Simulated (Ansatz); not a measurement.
# C2HF3O2: how energies converge with the basis set

The task here is to estimate one member of a computed series from the others.

Program: Ansatz 0.2.0, Gaussian basis. Level of theory: one geometry, several basis sets. These are calculated values, not measurements.

The runs, in order: PBE0-D4/def2-SVP; ωB97M-V/def2-SVP; PBE0-D4/def2-QZVPP; ωB97M-V/def2-QZVPP; the functionals' def2-TZVPP values are taken from earlier runs.

## The geometry

An earlier PBE0-D4 in a triple-zeta def2 set relaxation fixed the geometry.

8 atoms, charge 0, spin multiplicity 1.

Atoms are counted from 1 here; the program's logs count them from 0.

Bond lengths: O1–C2 1.183 Å, C2–O3 1.369 Å, C2–H8 1.097 Å, O3–C4 1.376 Å, C4–F5 1.321 Å, C4–F6 1.322 Å, C4–F7 1.322 Å. Angles: O1–C2–O3 126.1°, O1–C2–H8 126.7°, O3–C2–H8 107.2°, C2–O3–C4 119.2°, O3–C4–F5 106.5°, O3–C4–F6 111.8°, O3–C4–F7 111.8°, F5–C4–F6 108.8°, F5–C4–F7 108.8°, F6–C4–F7 109.0°.

Set-up of the first run:

Input file in.yaml:

```yaml
crystal:
  periodic: [false, false, false]
  atoms:
    - {symbol: O, position_ang: [0.883038, -0.997584, 1.311479]}
    - {symbol: C, position_ang: [0.000714, -1.248825, 0.565324]}
    - {symbol: O, position_ang: [-0.538096, -0.398617, -0.361841]}
    - {symbol: C, position_ang: [-0.037979, 0.878257, -0.471195]}
    - {symbol: F, position_ang: [-0.729375, 1.471363, -1.427821]}
    - {symbol: F, position_ang: [-0.188702, 1.561890, 0.650810]}
    - {symbol: F, position_ang: [1.241120, 0.877186, -0.807085]}
    - {symbol: H, position_ang: [-0.538620, -2.200771, 0.484530]}
basis:
  gaussian: {orbitals: def2-SVP}
hamiltonian: {xc: pbe0, dispersion: d4}
output: {orbitals: {seedname: orbitals}}
```

Steps of the session up to this table: PBE0-D4 in def2-SVP; ωB97M-V in def2-SVP; PBE0-D4 in def2-QZVPP; ωB97M-V in def2-QZVPP.

One table of the session follows, with a row left open; its other results are not shown here.

It belongs to the step «Functionals by basis». 

| functional | basis | HOMO (eV) |
| --- | --- | --- |
| PBE0-D4 | def2-SVP | -9.20 |
| PBE0-D4 | def2-TZVPP | -9.29 |
| PBE0-D4 | def2-QZVPP | ? |
| ωB97M-V | def2-SVP | -11.63 |
| ωB97M-V | def2-TZVPP | -11.74 |
| ωB97M-V | def2-QZVPP | -11.78 |

**Question.** Estimate the row for PBE0-D4, def2-QZVPP.

**Answer.** HOMO (eV): -9.33. In the column «HOMO (eV)» it lies between ωB97M-V, def2-SVP (-11.63) and PBE0-D4, def2-TZVPP (-9.29).
